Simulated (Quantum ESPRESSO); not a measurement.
# BN (P6_3/mmc) in Quantum ESPRESSO: phonons with PBE

Aim: the phonons of BN with PBE.

Program: Quantum ESPRESSO 7.5. These are calculated values, not measurements. Logs are shortened: lines on timing, memory, paths and dates and some standing lists are left out, and cuts for length are marked.

### 1 Starting point

Symmetry: P6_3/mmc, No. 194, hexagonal system. Conventional cell: a = 2.504 Å, b = 2.504 Å, c = 6.000 Å, α = 90.00°, β = 90.00°, γ = 120.00°. Around B (site symmetry -6m2) lie 3 N at 1.45 Å. N (site symmetry -6m2) has 3 B at 1.45 Å as nearest neighbours.

The cell was built by a generator and needn't be a form met in nature.

### 2 Phonons, PBE

The input, pw.in:

```
&CONTROL
  calculation = 'scf'
  prefix = 'pwscf'
  outdir = './tmp'
  pseudo_dir = './pseudo'
  tprnfor = .true.
  tstress = .true.
  disk_io = 'low'
/
&SYSTEM
  ibrav = 0
  celldm(1) = 8
  nat = 4
  ntyp = 2
  ecutwfc = 84
  nbnd = 14
  occupations = 'smearing'
  smearing = 'fd'
  degauss = 0.00367493
/
&ELECTRONS
  conv_thr = 8d-10
  electron_maxstep = 120
  mixing_beta = 0.5
/
ATOMIC_SPECIES
B     10.8100 B.upf
N     14.0070 N.upf
CELL_PARAMETERS alat
  0.5914842770079   0.0000000000000   0.0000000000000
 -0.2957421385039   0.5122404098335   0.0000000000000
  0.0000000000000   0.0000000000000   1.4172945934693
ATOMIC_POSITIONS crystal
B      0.3333333333    0.6666666667    0.2500000000
B      0.6666666667    0.3333333333    0.7500000000
N      0.3333333333    0.6666666667    0.7500000000
N      0.6666666667    0.3333333333    0.2500000000
K_POINTS automatic
12 12 4 0 0 0
```

The input, scf2.in:

```
&CONTROL
  calculation = 'scf'
  prefix = 'pwscf'
  outdir = './tmp'
  pseudo_dir = './pseudo'
  tprnfor = .true.
  tstress = .true.
  disk_io = 'low'
/
&SYSTEM
  ibrav = 0
  celldm(1) = 8
  nat = 4
  ntyp = 2
  ecutwfc = 84
  nbnd = 14
  occupations = 'fixed'
/
&ELECTRONS
  conv_thr = 1d-13
  electron_maxstep = 120
  mixing_beta = 0.5
  startingpot = 'file'
  startingwfc = 'file'
/
ATOMIC_SPECIES
B     10.8100 B.upf
N     14.0070 N.upf
CELL_PARAMETERS alat
  0.5914842770079   0.0000000000000   0.0000000000000
 -0.2957421385039   0.5122404098335   0.0000000000000
  0.0000000000000   0.0000000000000   1.4172945934693
ATOMIC_POSITIONS crystal
B      0.3333333333    0.6666666667    0.2500000000
B      0.6666666667    0.3333333333    0.7500000000
N      0.3333333333    0.6666666667    0.7500000000
N      0.6666666667    0.3333333333    0.2500000000
K_POINTS automatic
12 12 4 0 0 0
```

The input, ph.in:

```
phonons of BN
&INPUTPH
  prefix = 'pwscf'
  outdir = './tmp'
  tr2_ph = 1d-18
  fildyn = 'dyn'
  niter_ph = 90
  alpha_mix(1) = 0.7
  epsil = .true.
/
0.0000000000 0.0000000000 0.0000000000
```

The input, dynmat.in:

```
&INPUT
  fildyn = 'dyn'
  asr = 'crystal'
  lperm = .true.
  filout = 'dynmat.disp'
  fileig = 'dynmat.eig'
/
```

The input, dynmat_lo.in:

```
&INPUT
  fildyn = 'dyn'
  asr = 'crystal'
  filout = 'dynmat_lo.disp'
  fileig = 'dynmat_lo.eig'
  q(1) = 0
  q(2) = 0
  q(3) = 1
/
```

Potentials or basis: PseudoDojo 0.4.1 SR PBE standard.

The run is started by

```bash
> OMP_NUM_THREADS=1 mpirun -n 4 pw.x -nk 4 -in pw.in > pw.out
> OMP_NUM_THREADS=1 mpirun -n 4 pw.x -nk 4 -in scf2.in > scf2.out
> OMP_NUM_THREADS=1 mpirun -n 4 ph.x -nk 4 -in ph.in > ph.out
> OMP_NUM_THREADS=1 mpirun -n 1 dynmat.x -in dynmat.in > dynmat.out
> OMP_NUM_THREADS=1 mpirun -n 1 dynmat.x -in dynmat_lo.in > dynmat_lo.out
```

pw.out:

```text
This program is part of the open-source Quantum ESPRESSO suite
     for quantum simulation of materials; please cite
[... 6 lines left out ...]
     using ibrav=0 with symmetry is DISCOURAGED, use correct ibrav instead

     K-points division:     npool     =       4
     Subspace diagonalization in iterative solution of the eigenvalue problem:
     a serial algorithm will be used

     G-vector sticks info
     --------------------
     sticks:   dense  smooth     PW     G-vecs:    dense   smooth      PW
     Sum         511     511    163                22873    22873    3823

     Using Slab Decomposition

     bravais-lattice index     =            0
     lattice parameter (alat)  =       8.0000  a.u.
     unit-cell volume          =     219.8605 (a.u.)^3
     number of atoms/cell      =            4
     number of atomic types    =            2
     number of electrons       =        16.00
     number of Kohn-Sham states=           14
     kinetic-energy cutoff     =      84.0000  Ry
     charge density cutoff     =     336.0000  Ry
     scf convergence threshold =      8.0E-10
     mixing beta               =       0.5000
     number of iterations used =            8  plain     mixing
     Exchange-correlation= PBE
                           (   1   4   3   4   0   0   0)

     celldm(1)=   8.000000  celldm(2)=   0.000000  celldm(3)=   0.000000
     celldm(4)=   0.000000  celldm(5)=   0.000000  celldm(6)=   0.000000

     crystal axes: (cart. coord. in units of alat)
               a(1) = (   0.591484   0.000000   0.000000 )
               a(2) = (  -0.295742   0.512240   0.000000 )
               a(3) = (   0.000000   0.000000   1.417295 )

     reciprocal axes: (cart. coord. in units 2 pi/alat)
               b(1) = (  1.690662  0.976104 -0.000000 )
               b(2) = (  0.000000  1.952208  0.000000 )
               b(3) = (  0.000000 -0.000000  0.705570 )

     PseudoPot. # 1 for B  read from file:
     B.upf
     Pseudo is Norm-conserving + core correction, Zval =  3.0
     Generated using ONCVPSP code by D. R. Hamann
     Using radial grid of 1534 points,  4 beta functions with:
                l(1) =   0
                l(2) =   0
                l(3) =   1
                l(4) =   1

     PseudoPot. # 2 for N  read from file:
     N.upf
     Pseudo is Norm-conserving + core correction, Zval =  5.0
     Generated using ONCVPSP code by D. R. Hamann
     Using radial grid of 1058 points,  4 beta functions with:
                l(1) =   0
                l(2) =   0
                l(3) =   1
                l(4) =   1

     atomic species   valence    mass     pseudopotential
     B                 3.00    10.81000     B ( 1.00)
     N                 5.00    14.00700     N ( 1.00)

     24 Sym. Ops., with inversion, found (12 have fractional translation)

   Cartesian axes

     site n.     atom                  positions (alat units)
         1        B      tau(   1) = (  -0.0000000   0.3414936   0.3543236  )
         2        B      tau(   2) = (   0.2957421   0.1707468   1.0629709  )
         3        N      tau(   3) = (  -0.0000000   0.3414936   1.0629709  )
         4        N      tau(   4) = (   0.2957421   0.1707468   0.3543236  )

     number of k points=    57  Fermi-Dirac smearing, width (Ry)=  0.0037
                       cart. coord. in units 2pi/alat
        k(    1) = (   0.0000000   0.0000000   0.0000000), wk =   0.0034722
        k(    2) = (   0.0000000   0.0000000   0.1763924), wk =   0.0069444
        k(    3) = (   0.0000000   0.0000000  -0.3527848), wk =   0.0034722
        k(    4) = (   0.0000000   0.1626840   0.0000000), wk =   0.0208333
        k(    5) = (   0.0000000   0.1626840   0.1763924), wk =   0.0416667
        k(    6) = (   0.0000000   0.1626840  -0.3527848), wk =   0.0208333
[... 49 lines left out ...]
        k(   56) = (   0.5635540   0.9761042   0.1763924), wk =   0.0138889
        k(   57) = (   0.5635540   0.9761042  -0.3527848), wk =   0.0069444

     Dense  grid:    22873 G-vectors     FFT dimensions: (  27,  27,  72)

     Initial potential from superposition of free atoms

     starting charge      15.9995, renormalised to      16.0000
     Starting wfcs are   16 randomized atomic wfcs

     Self-consistent Calculation

     iteration #  1     ecut=    84.00 Ry     beta= 0.50
     Davidson diagonalization with overlap
     ethr =  1.00E-02,  avg # of iterations =  5.7

     total energy              =     -53.47493508 Ry
     estimated scf accuracy    <       0.71717490 Ry

     iteration #  2     ecut=    84.00 Ry     beta= 0.50
     Davidson diagonalization with overlap
     ethr =  4.48E-03,  avg # of iterations =  2.0

     total energy              =     -53.61629065 Ry
     estimated scf accuracy    <       0.06019900 Ry

     iteration #  3     ecut=    84.00 Ry     beta= 0.50
     Davidson diagonalization with overlap
     ethr =  3.76E-04,  avg # of iterations =  3.2

     total energy              =     -53.62083516 Ry
     estimated scf accuracy    <       0.00885713 Ry

     iteration #  4     ecut=    84.00 Ry     beta= 0.50
     Davidson diagonalization with overlap
     ethr =  5.54E-05,  avg # of iterations =  3.9

     total energy              =     -53.62168498 Ry
     estimated scf accuracy    <       0.00087814 Ry

     iteration #  5     ecut=    84.00 Ry     beta= 0.50
     Davidson diagonalization with overlap
     c_bands:  1 eigenvalues not converged
     ethr =  5.49E-06,  avg # of iterations =  4.6

     total energy              =     -53.62189923 Ry
     estimated scf accuracy    <       0.00015257 Ry

     iteration #  6     ecut=    84.00 Ry     beta= 0.50
     Davidson diagonalization with overlap
     ethr =  9.54E-07,  avg # of iterations =  2.2

     total energy              =     -53.62192290 Ry
     estimated scf accuracy    <       0.00000095 Ry

     iteration #  7     ecut=    84.00 Ry     beta= 0.50
     Davidson diagonalization with overlap
     ethr =  5.96E-09,  avg # of iterations =  4.0

     total energy              =     -53.62192422 Ry
     estimated scf accuracy    <       0.00000030 Ry

     iteration #  8     ecut=    84.00 Ry     beta= 0.50
     Davidson diagonalization with overlap
     ethr =  1.89E-09,  avg # of iterations =  1.3

     total energy              =     -53.62192423 Ry
     estimated scf accuracy    <       0.00000004 Ry

     iteration #  9     ecut=    84.00 Ry     beta= 0.50
     Davidson diagonalization with overlap
     ethr =  2.49E-10,  avg # of iterations =  2.2

     total energy              =     -53.62192424 Ry
     estimated scf accuracy    <          1.6E-09 Ry

     iteration # 10     ecut=    84.00 Ry     beta= 0.50
     Davidson diagonalization with overlap
     ethr =  1.03E-11,  avg # of iterations =  4.0

     End of self-consistent calculation

          k = 0.0000 0.0000 0.0000 (  2841 PWs)   bands (ev):

   -12.0804 -11.4694  -0.8668   2.4990   4.4996   4.4996   4.5973   4.5973
    11.9551  17.2974  17.4229  17.4229  17.6937  17.6937

          k = 0.0000 0.0000 0.1764 (  2823 PWs)   bands (ev):

   -11.9997 -11.5689  -0.4649   1.8614   4.5138   4.5138   4.5829   4.5829
    12.8697  16.5772  17.4606  17.4607  17.6520  17.6521

          k = 0.0000 0.0000-0.3528 (  2818 PWs)   bands (ev):

   -11.7936 -11.7936   0.5933   0.5933   4.5482   4.5482   4.5482   4.5482
    14.8240  14.8240  17.5544  17.5544  17.5544  17.5545

          k = 0.0000 0.1627 0.0000 (  2838 PWs)   bands (ev):

   -11.9424 -11.3400  -0.6785   2.6601   3.9384   4.0396   4.2351   4.3423
    12.2065  17.0971  17.2750  17.6306  18.0191  18.2821

          k = 0.0000 0.1627 0.1764 (  2836 PWs)   bands (ev):

   -11.8627 -11.4379  -0.2803   2.0248   3.9558   4.0322   4.2507   4.3265
    13.0917  16.5146  17.3489  17.5960  18.0556  18.2415

          k = 0.0000 0.1627-0.3528 (  2826 PWs)   bands (ev):

   -11.6593 -11.6593   0.7679   0.7679   3.9967   3.9967   4.2884   4.2884
    14.9534  14.9534  17.4762  17.4762  18.1464  18.1464
[... 41 lines left out ...]
          k = 0.0000 0.6507-0.3528 (  2854 PWs)   bands (ev):

    -9.8388  -9.8388  -1.0173  -1.0173   2.2920   2.2920   3.2611   3.2611
    12.9804  12.9804  16.1004  16.1004  19.2310  19.2310

          k = 0.0000 0.8134 0.0000 (  2874 PWs)   bands (ev):

    -9.2071  -8.8967  -2.5145  -2.3262   1.8004   1.9583   3.2774   5.4924
    10.7711  12.7181  15.3561  15.8439  18.4764  21.2162

          k = 0.0000 0.8134 0.1764 (  2856 PWs)   bands (ev):

    -9.1632  -8.9437  -2.4993  -2.3651   1.8231   1.9348   3.5930   5.1695
    10.8475  12.2341  15.7095  15.9050  18.8654  20.6360

          k = 0.0000 0.8134-0.3528 (  2860 PWs)   bands (ev):

    -9.0550  -9.0550  -2.4439  -2.4439   1.8785   1.8785   4.3729   4.3729
    11.3676  11.3676  15.9733  15.9733  19.8409  19.8409

          k = 0.0000-0.9761 0.0000 (  2878 PWs)   bands (ev):

    -8.7648  -8.6076  -3.0768  -2.9438   1.6564   1.8163   4.0226   5.6713
    10.0713  12.0944  15.6176  15.7648  19.1721  20.3701

          k = 0.0000-0.9761 0.1764 (  2874 PWs)   bands (ev):

    -8.7410  -8.6297  -3.0711  -2.9766   1.6794   1.7924   4.2939   5.4937
    10.1106  11.5551  15.8134  15.8318  19.6260  20.1661

          k = 0.0000-0.9761-0.3528 (  2860 PWs)   bands (ev):

    -8.6846  -8.6846  -3.0373  -3.0373   1.7355   1.7355   4.9329   4.9329
    10.6117  10.6117  15.9340  15.9340  20.1105  20.1105

          k = 0.1409 0.2440 0.0000 (  2831 PWs)   bands (ev):

   -11.6698 -11.0848  -0.3048   2.9765   3.0260   3.1127   3.7239   3.8291
    12.6571  16.6766  17.3287  17.3437  17.6706  18.5274

          k = 0.1409 0.2440 0.1764 (  2839 PWs)   bands (ev):

   -11.5921 -11.1795   0.0844   2.3293   3.0467   3.1363   3.7396   3.8128
    13.4728  16.2874  17.3783  17.5484  17.6334  18.4558

          k = 0.1409 0.2440-0.3528 (  2840 PWs)   bands (ev):

   -11.3943 -11.3943   1.1074   1.1074   3.0953   3.0953   3.7751   3.7751
    15.0980  15.0980  17.5128  17.5128  18.0716  18.0717

          k = 0.1409 0.4067 0.0000 (  2846 PWs)   bands (ev):

   -11.1398 -10.5914   0.4284   1.5216   1.6394   2.9173   3.0443   3.5830
    13.4388  15.5989  15.8714  17.1510  17.9458  19.4992

          k = 0.1409 0.4067 0.1764 (  2846 PWs)   bands (ev):

   -11.0664 -10.6796   0.7754   1.5713   1.6030   2.9093   3.0083   3.0746
    13.9911  15.5322  16.1410  17.1994  17.9060  19.2261

          k = 0.1409 0.4067-0.3528 (  2854 PWs)   bands (ev):
[... 134 lines left out ...]
          k = 0.4227 0.8948-0.3528 (  2852 PWs)   bands (ev):

    -8.2945  -8.2945  -2.2624  -2.2624  -0.6273  -0.6273   5.5306   5.5306
    10.7224  10.7224  18.2668  18.2668  19.6716  19.6716

          k = 0.5636 0.9761 0.0000 (  2871 PWs)   bands (ev):

    -8.1002  -8.1002  -2.2140  -1.8720  -1.2831  -1.2831   5.6108   5.6108
    11.0236  11.0236  16.3682  19.3023  19.3023  20.1355

          k = 0.5636 0.9761 0.1764 (  2871 PWs)   bands (ev):

    -8.0993  -8.0993  -2.1660  -1.9244  -1.2982  -1.2982   5.7281   5.7281
    10.7573  10.7573  16.7851  19.3731  19.7407  19.7407

          k = 0.5636 0.9761-0.3528 (  2826 PWs)   bands (ev):

    -8.0983  -8.0983  -2.0474  -2.0474  -1.3131  -1.3131   5.8538   5.8538
    10.4942  10.4942  17.9253  17.9253  20.2050  20.2050

     the Fermi energy is     7.0408 ev

!    total energy              =     -53.62192424 Ry
     estimated scf accuracy    <          7.5E-11 Ry
     smearing contrib. (-TS)   =      -0.00000000 Ry
     internal energy E=F+TS    =     -53.62192424 Ry

     The total energy is F=E-TS. E is the sum of the following terms:
     one-electron contribution =      -8.88657358 Ry
     hartree contribution      =      13.54503367 Ry
     xc contribution           =     -17.37546841 Ry
     ewald contribution        =     -40.90491593 Ry

     convergence has been achieved in  10 iterations

     Forces acting on atoms (cartesian axes, Ry/au):

     atom    1 type  1   force =    -0.00000000    0.00000000    0.00000000
     atom    2 type  1   force =     0.00000000   -0.00000000    0.00000000
     atom    3 type  2   force =    -0.00000000   -0.00000000    0.00000000
     atom    4 type  2   force =     0.00000000    0.00000000   -0.00000000

     Total force =     0.000000     Total SCF correction =     0.000000

     Computing stress (Cartesian axis) and pressure

          total   stress  (Ry/bohr**3)                   (kbar)     P=       52.68
   0.00025084  -0.00000000  -0.00000000           36.90       -0.00       -0.00
  -0.00000000   0.00025084  -0.00000000           -0.00       36.90       -0.00
  -0.00000000   0.00000000   0.00057264           -0.00        0.00       84.24

=------------------------------------------------------------------------------=
   JOB DONE.
=------------------------------------------------------------------------------=
```

It took 3.4 min on 4 MPI ranks of AMD EPYC 7R43 (Zen 3), shared host; peak memory 0.32 GiB.

Results:

- Free energy: -729.5634 eV
- Pressure: 5.3 GPa
- Band gap on the k mesh: 4.12 eV, indirect (least direct gap 4.40 eV)
- Electronic dielectric tensor (diagonal): 5.02, 5.02, 3.28
- Born charges (mean of the diagonal): B +2.15; N -2.15 e
- Highest phonon frequency at Γ, LO-TO splitting left out: 1361 cm⁻¹
- Static dielectric tensor (diagonal): 6.99, 6.99, 4.34

Phonon frequencies in cm⁻¹ (negative: imaginary):
```tsv
q point	frequencies
(0.000, 0.000, 0.000)	3 4 4 76 76 200 711 801 1360 1360 1361 1361
```

Electronic dielectric tensor:
```
5.02 0.00 0.00
0.00 5.02 0.00
0.00 0.00 3.28
```

Born effective charge tensors (e):
atom 1, B
```
2.71 0.00 0.00
0.00 2.71 0.00
0.00 0.00 1.04
```
atom 2, B
```
2.71 0.00 0.00
0.00 2.71 0.00
0.00 0.00 1.04
```
atom 3, N
```
-2.71  0.00  0.00
 0.00 -2.71  0.00
 0.00  0.00 -1.04
```
atom 4, N
```
-2.71  0.00  0.00
 0.00 -2.71  0.00
 0.00  0.00 -1.04
```

Optical modes at Γ, degenerate ones joined, polar ones without the macroscopic field:
| cm⁻¹ | components | symmetry | active in | IR intensity, summed ((D/Å)²/amu) |
| --- | --- | --- | --- | --- |
| 76 | 2 | E2g | Raman | 0.00 |
| 200 | 1 | B1g | silent | 0.00 |
| 711 | 1 | A2u | IR | 8.18 |
| 801 | 1 | B1g | silent | 0.00 |
| 1360 | 2 | E1u | IR | 111.15 |
| 1361 | 2 | E2g | Raman | 0.00 |

Zone-centre frequencies without and with the macroscopic field along z (cm⁻¹):
|  | optical modes in rising order |
| --- | --- |
| without | 76 76 200 711 801 1360 1360 1361 1361 |
| with the field | 76 76 200 801 818 1360 1360 1361 1361 |

Static dielectric tensor, electrons and zone-centre modes:
```
6.99 0.00 0.00
0.00 6.99 0.00
0.00 0.00 4.34
```

Caveat: the cell is more than 3 GPa from zero pressure, which shifts response properties; on a mesh that holds Γ this program's dielectric tensor can be off by some percent beyond the error of the mesh; this functional lacks dispersion, which binds the layers, so the pressure and a relaxed spacing across them are unreliable. PBE gaps usually lie below the measured ones, often by a third to a half.
